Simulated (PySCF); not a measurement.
# CH₇BrOSi₂: electronic excitations

Aim: predict the electronic excitations of CH₇BrOSi₂ (`[SiH3]O[SiH2]CBr`).

Computed with PySCF 2.14.0, with density-fitted response routines of our own, on a single molecule in the gas phase. Atoms count from 0, in the outputs and in this text.

## (1) The molecule as given

12 atoms, charge 0, multiplicity 1; geometry from: GFN2-xTB.

Bonds of the start (Å): Si0–O1 1.63, O1–Si2 1.61, Si2–C3 1.91, C3–Br4 1.95, Si0–H5 1.46, Si0–H6 1.46, Si0–H7 1.46, Si2–H8 1.46, Si2–H9 1.46, C3–H10 1.09, C3–H11 1.09.

## (2) TDDFT and polarisability: PBE0/def2-SVPD

Job settings and geometry (Å):

```
{"job": {"kind": "uv", "xc": "PBE0", "basis": "def2-SVPD", "nstates": 8, "ntriplets": 3}, "charge": 0, "multiplicity": 1}
Si    -2.053972     0.106160    -0.692646
O     -0.927915    -0.144371     0.464326
Si     0.517821    -0.417391     1.113902
C      1.849495     0.364944    -0.009341
Br     1.822543    -0.507876    -1.750746
H     -3.305773    -0.208343    -0.011958
H     -1.942292     1.515614    -1.066403
H     -1.761339    -0.782026    -1.811631
H      0.532391     0.272821     2.398971
H      0.733416    -1.859190     1.165660
H      2.857339     0.237295     0.375299
H      1.679484     1.421678    -0.201459
```

With the program's defaults for keys left out, this is: TDDFT PBE0/def2-SVPD, vertical, gas phase, core orbitals frozen in the response.

Started as:

```sh
OMP_NUM_THREADS=1 python probes_run.py task.json out
```

This one command runs all jobs of the session in turn.

Predict these results of the whole session: lowest singlet (PBE0/def2-SVPD); brightest single state of those computed; lowest triplet.

**Answer**, as computed:

| quantity | value |
| --- | --- |
| lowest singlet (PBE0/def2-SVPD) | 5.72 eV (217 nm), f = 0.016 |
| brightest single state of those computed | state 3, 6.65 eV, f = 0.024 |
| lowest triplet | 5.06 eV |

**Reading.** The lowest singlet, at 5.72 eV, is HOMO→LUMO 0.97 and is weak; of the 8 states computed, the strongest absorption comes from state 3 at 6.65 eV (the last state computed is bright too, and its partners may lie past the list). The lowest triplet lies 0.66 eV below the lowest singlet (triplets in Tamm-Dancoff, singlets in full TDDFT).
